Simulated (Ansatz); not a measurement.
# CH₇BGeO: a ladder of functionals and wavefunction methods

One table from this session's results is given with a row withheld; the runs are named, their logs left out.

Method: functionals in def2-TZVPP, the program's frozen cores in correlated methods; program: Ansatz 0.2.0, Gaussian basis.

Plan: PBE-D4, r2SCAN-D4, PBE0-D4, B3LYP-D4, ωB97X-V, ωB97M-V, B2PLYP; CCSD(T)/def2-TZVPP; MP2/def2-QZVPP; extrapolation to the limit.

### Structure used throughout

An earlier PBE0-D4 in a triple-zeta def2 set relaxation fixed the geometry.

SMILES `[BH2][GeH2][O]C`, 11 atoms, charge 0, spin multiplicity 1.

Atoms are counted from 1 here; the program's logs count them from 0.

Bond lengths: B1–Ge2 2.049 Å, B1–H5 1.192 Å, B1–H6 1.194 Å, Ge2–O3 1.788 Å, Ge2–H7 1.550 Å, Ge2–H8 1.550 Å, O3–C4 1.404 Å, C4–H9 1.099 Å, C4–H10 1.099 Å, C4–H11 1.093 Å. Angles: Ge2–B1–H5 121.2°, Ge2–B1–H6 119.7°, H5–B1–H6 119.1°, B1–Ge2–O3 108.4°, B1–Ge2–H7 113.1°, B1–Ge2–H8 113.0°, O3–Ge2–H7 107.6°, O3–Ge2–H8 107.6°, H7–Ge2–H8 106.8°, Ge2–O3–C4 117.9°, O3–C4–H9 112.2°, O3–C4–H10 112.2°, O3–C4–H11 108.3°, H9–C4–H10 107.9°, H9–C4–H11 108.0°, H10–C4–H11 108.0°.

Set-up of the first run:

in.yaml

```yaml
crystal:
  periodic: [false, false, false]
  atoms:
    - {symbol: B, position_ang: [-1.817875, 1.435686, -0.837570]}
    - {symbol: Ge, position_ang: [-0.700200, 0.190321, 0.344719]}
    - {symbol: O, position_ang: [0.828073, -0.175371, -0.507226]}
    - {symbol: C, position_ang: [1.750824, -1.018407, 0.131703]}
    - {symbol: H, position_ang: [-1.423070, 1.794608, -1.903853]}
    - {symbol: H, position_ang: [-2.885623, 1.811598, -0.456288]}
    - {symbol: H, position_ang: [-0.334381, 0.817784, 1.713549]}
    - {symbol: H, position_ang: [-1.404914, -1.157302, 0.642515]}
    - {symbol: H, position_ang: [2.096095, -0.605354, 1.089941]}
    - {symbol: H, position_ang: [1.335894, -2.017903, 0.323712]}
    - {symbol: H, position_ang: [2.620478, -1.132560, -0.520599]}
basis:
  gaussian: {orbitals: def2-TZVPP}
hamiltonian: {xc: pbe, dispersion: d4}
output: {forces: true, orbitals: {seedname: orbitals}}
```

Started as:

```console
ansatz run in.yaml --threads 4 --pin off --events-out ev --progress --plain --max-ram 10444MiB
```

Steps of the session up to this table: PBE-D4 (GGA); r2SCAN-D4 (meta-GGA); PBE0-D4 (hybrid); B3LYP-D4 (hybrid); ωB97X-V (range-separated); ωB97M-V (range-separated); B2PLYP (double hybrid); CCSD(T) in def2-TZVPP; MP2 in def2-QZVPP.

One of the session's tables, all rows but one given; the rest of the session is left out.

```
            method  atomisation energy (eV)
            PBE-D4                   37.929
         r2SCAN-D4                   37.759
           PBE0-D4                   37.458
          B3LYP-D4                   37.624
           ωB97X-V                   37.814
           ωB97M-V                   37.609
            B2PLYP                   37.265
     HF/def2-TZVPP                   27.892
    MP2/def2-TZVPP                        ?
   CCSD/def2-TZVPP                   36.458
CCSD(T)/def2-TZVPP                   36.898
           MP2/CBS                   37.912
       CCSD(T)/CBS                   37.674
```

Q: Estimate the row for MP2/def2-TZVPP from the others.

As computed: atomisation energy (eV): 37.137. In the column «atomisation energy (eV)» it lies between CCSD(T)/def2-TZVPP (36.898) and B2PLYP (37.265).
